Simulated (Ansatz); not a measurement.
# Re (Rhenium): how the settings move a single-point run

Question: which choices in the input matter for Re (Rhenium)?

Method: reference: DFT, PBEsol, PAW with Ansatz's default frozen-core files, scalar-relativistic, in Ansatz 0.2.0.

## (1) The structure to begin with

It takes space group P6_3/mmc (No. 194, hexagonal). Conventional cell: a = 2.761 Å, b = 2.761 Å, c = 4.458 Å, α = 90.00°, β = 90.00°, γ = 120.00°. Around Re (site symmetry -6m2) lie 12 Re at 2.74 to 2.76 Å.

As a file:

```
Re
1.0
     2.76080    0.00000    0.00000
    -1.38040    2.39092    0.00000
     0.00000    0.00000    4.45820
Re
2
Direct
  0.33333 0.66667 0.25000
  0.66667 0.33333 0.75000
```

## (2) Reference

Contents of input.yaml:

```yaml
crystal:
  lattice:
    - [2.7608, 0.0, 0.0]
    - [-1.3804, 2.3909229348, 0.0]
    - [0.0, 0.0, 4.4582]
  atoms:
    - { symbol: Re, position: [0.3333333333, 0.6666666667, 0.25], spin: 1.5 }
    - { symbol: Re, position: [0.6666666667, 0.3333333333, 0.75], spin: 1.5 }
magnetization:
  spin_polarized: true
kpoints:
  mp_grid: { grid: [12, 12, 7] }
scf:
  occupations: { method: fermi_dirac, width: 0.08 }
  lower_state_search: "off"
hamiltonian:
  xc: pbesol
  pseudopotentials: { kind: paw }
output:
  forces: true
  stress: true
  eigenvalues: true
  populations: true
  dos: { projected: true, de: 0.1, e_range: [-8, 5] }
  write_density: true
  write_potential: true
  elf: true
  volumetric_format: npy
```

Run with:

```
ansatz run input.yaml --threads 1 --pin off --max-ram 3072MiB --backend cpu --events-out ev --progress --plain --runs-dir out
```

## (3) Variant: starting moments

Contents of input.yaml:

```yaml
crystal:
  lattice:
    - [2.7608, 0.0, 0.0]
    - [-1.3804, 2.3909229348, 0.0]
    - [0.0, 0.0, 4.4582]
  atoms:
    - { symbol: Re, position: [0.3333333333, 0.6666666667, 0.25], spin: 0.01 }
    - { symbol: Re, position: [0.6666666667, 0.3333333333, 0.75], spin: 0.01 }
magnetization:
  spin_polarized: true
kpoints:
  mp_grid: { grid: [12, 12, 7] }
scf:
  occupations: { method: fermi_dirac, width: 0.08 }
  lower_state_search: "off"
hamiltonian:
  xc: pbesol
  pseudopotentials: { kind: paw }
output:
  forces: true
  stress: true
  eigenvalues: true
```

What does the calculation give? Wanted: for each run, ending; energy change; pressure; gap; force.

As calculated:

| run | ending | energy change | pressure (GPa) | gap (eV) | force (eV/Å) | cycles | time |
| --- | --- | --- | --- | --- | --- | --- | --- |
| reference | converged | 0 | -4.0 | 0.00 | 0.00 | 14 | 9.8 s |
| 1: starting moments | converged | 0.0 meV/atom | -4.0 | 0.00 | 0.00 | 11 | 5.8 s |

Times don't compare one to one where runs were asked for different outputs or read a saved state (see the inputs); cycles may leave out searches for a lower state.

Residual by cycle in the longest SCF loop of each run; runs are numbered as in the table. The quantity is the density residual dr2, in eV.

| cycle | reference | run 1 |
| --- | --- | --- |
| 1 | 1.08 | 1.1 |
| 2 | 0.571 | 0.578 |
| 3 | 0.00319 | 0.00331 |
| 5 | 2.4e-5 | 6.0e-6 |
| 6 | 1.0e-5 | 2.2e-6 |
| 7 | 5.4e-7 | 2.8e-8 |
| 8 | 3.8e-7 | 1.4e-8 |
| 9 | 2.8e-7 | 1.1e-9 |
| 10 | 1.0e-7 | 9.4e-11 |
| 12 | 1.0e-9 | - |
| 13 | 1.6e-10 | - |
| 14 | 2.1e-12 | - |

With the changed spin start the energy stays within 0.5 meV/atom: no moment survives, so both runs end on the same non-magnetic state.
